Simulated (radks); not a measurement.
# Mn⁴⁺ in [Ne] 3p6 3d3 4f2: an all-electron calculation

The task here is to estimate one member of a computed series from the others.

Method: scalar-relativistic Kohn-Sham, PBE, spin-unpolarised, spherical densities, finite nucleus. Code: radks (a radial shooting solver on a logarithmic mesh, Libxc functionals) version 1.

### The atom as given

```
element            : manganese (Z = 25)
charge             : +4
electrons          : 21
configuration      : [Ne] 3p6 3d3 4f2
nuclear rms radius : 3.7057 fm
```

Outer shells as boxes (Hund's rule):

Mn⁴⁺
```
[Ne] core
3p [↑↓][↑↓][↑↓]
3d [↑ ][↑ ][↑ ][  ][  ]
4f [↑ ][↑ ][  ][  ][  ][  ][  ]
```

Set-up of the first run:

The run's settings:

```text
Z 25
configuration [Ne] 3p6 3d3 4f2
relativity scalar-relativistic
functional pbe,pbe
spin unpolarised
nucleus finite rms 3.7057 fm
c 137.035999084
```

One of the session's tables, all rows but one given; the rest of the session is left out.

It belongs to the step «Orbitals and density». Radial moments (bohr):

| level | <r> | outermost maximum (interpolated) | 90 % within |
| --- | --- | --- | --- |
| 1s | 0.06089 | 0.0399 | 0.109 |
| 2s | 0.2790 | 0.232 | 0.432 |
| 2p | 0.2466 | 0.188 | 0.404 |
| 3p | ? | ? | ? |
| 3d | 0.8630 | 0.675 | 1.38 |
| 4f | 2.997 | 2.66 | 4.45 |

Q: Estimate the row for 3p from the others.

**Answer.** <r>: 0.8319; outermost maximum (interpolated): 0.725; 90 % within: 1.26. In the column «<r>» it lies between 2s (0.2790) and 3d (0.8630).
